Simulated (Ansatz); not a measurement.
# AlCl2HO + NH3: a complex and its separated parts

Aim: how far the complex at one end of a reaction step lies below its separated, relaxed parts, level by level.

The runs use Ansatz 0.2.0, Gaussian basis; PBE0-D4/def2-TZVP structures, single points in def2-TZVPP, no counterpoise correction.

Levels: SPW92, PBE-D4, BLYP-D4, r2SCAN-D4, B97M-V, PBE0-D4, B3LYP-D4, r2SCAN0-D4, BHLYP-D4, CAM-B3LYP-D4, wB97X-V, wB97M-V, B2PLYP, PBE-QIDH, RPA on PBE, Hartree-Fock, MP2, CCSD, CCSD(T).

Cores are frozen in the correlated methods. B3LYP uses VWN-RPA correlation. B2PLYP carries no dispersion term here.

94 further runs of the same task are left out: 94 set aside as unsound or not needed.

## 1. Starting geometry

The complex: 9 atoms, charge 0, spin multiplicity 1.

Atoms are counted from 1 here; the program's logs count them from 0.

Bond lengths: Al1–O2 1.705 Å, Al1–Cl3 2.124 Å, Al1–Cl4 2.124 Å, Al1–N6 1.996 Å, O2–H7 0.954 Å, H5–N6 1.017 Å, N6–H8 1.015 Å, N6–H9 1.015 Å. Angles: O2–Al1–Cl3 118.5°, O2–Al1–Cl4 118.5°, O2–Al1–N6 95.4°, Cl3–Al1–Cl4 114.0°, Cl3–Al1–N6 102.6°, Cl4–Al1–N6 102.6°, Al1–O2–H7 124.9°, Al1–N6–H5 107.1°, Al1–N6–H8 111.8°, Al1–N6–H9 111.9°, H5–N6–H8 108.7°, H5–N6–H9 108.7°, H8–N6–H9 108.6°.

Geometry (Å):

```xyz
9

Al   -0.64606   -0.46931    0.03418
O    -1.39946    0.99892   -0.39436
Cl   -0.49593   -1.99665   -1.43400
Cl   -0.89675   -1.19693    2.01362
H     1.13800    1.25632   -0.18673
N     1.20471    0.27628    0.07541
H    -2.33701    1.11321   -0.52800
H     1.61541    0.21422    1.00183
H     1.81720   -0.19625   -0.58205
```

Its parts: AlCl2HO holds atoms 1, 2, 3, 4, 7; NH3 holds atoms 5, 6, 8, 9. Each part counts its atoms afresh in its own runs.

## 2. Relaxing AlCl2HO alone

relax-a/in.yaml reads:

```yaml
crystal:
  periodic: [false, false, false]
  atoms:
    - {symbol: Al, position_ang: [-0.646063, -0.469314, 0.034177]}
    - {symbol: O, position_ang: [-1.399465, 0.998916, -0.394356]}
    - {symbol: Cl, position_ang: [-0.495934, -1.996647, -1.434000]}
    - {symbol: Cl, position_ang: [-0.896752, -1.196932, 2.013616]}
    - {symbol: H, position_ang: [-2.337008, 1.113211, -0.528003]}
basis:
  gaussian: {orbitals: def2-TZVP}
hamiltonian: {xc: pbe0, dispersion: d4}
relax: {f_tol: 0.005, max_steps: 200}
```

Run with:

```console
$ ansatz run in.yaml --threads 4 --pin off --events-out ev --progress --plain --max-ram 9574MiB
```

After this run come: Relaxing NH3 alone; SPW92/def2-TZVPP; PBE-D4/def2-TZVPP; BLYP-D4/def2-TZVPP; r2SCAN-D4/def2-TZVPP; B97M-V/def2-TZVPP; PBE0-D4/def2-TZVPP; B3LYP-D4/def2-TZVPP; r2SCAN0-D4/def2-TZVPP; BHLYP-D4/def2-TZVPP; CAM-B3LYP-D4/def2-TZVPP; wB97X-V/def2-TZVPP; wB97M-V/def2-TZVPP; B2PLYP/def2-TZVPP; PBE-QIDH/def2-TZVPP; RPA on PBE/def2-TZVPP; CCSD(T)/def2-TZVPP; Vibrations of AlCl2HO; Vibrations of NH3.

Before running it: what results should come out? Wanted: complex less parts, CCSD(T)/def2-TZVPP; with zero-point energy; largest T1 diagnostic.

**Answer**, as computed:

| quantity | value |
| --- | --- |
| complex less parts, CCSD(T)/def2-TZVPP | -1.588 eV |
| with zero-point energy | -1.466 eV |
| largest T1 diagnostic | 0.010 |

At CCSD(T) the complex lies 1.588 eV below its parts. Among the functionals B97M-V lands nearest to CCSD(T) (+0.002 eV) and SPW92 farthest (-0.240 eV). Mean unsigned error by rung: LDA 0.240, GGA 0.069, meta-GGA 0.028, hybrid 0.067, range-separated hybrid 0.041, double hybrid 0.072 eV. PBE-D4 gives a relative energy 0.029 eV too high, inside chemical accuracy (1 kcal/mol, 0.043 eV). No counterpoise was applied, and triple zeta lacks some correlation, so the CCSD(T) reference has a basis error of its own, and close matches with it are partly luck.
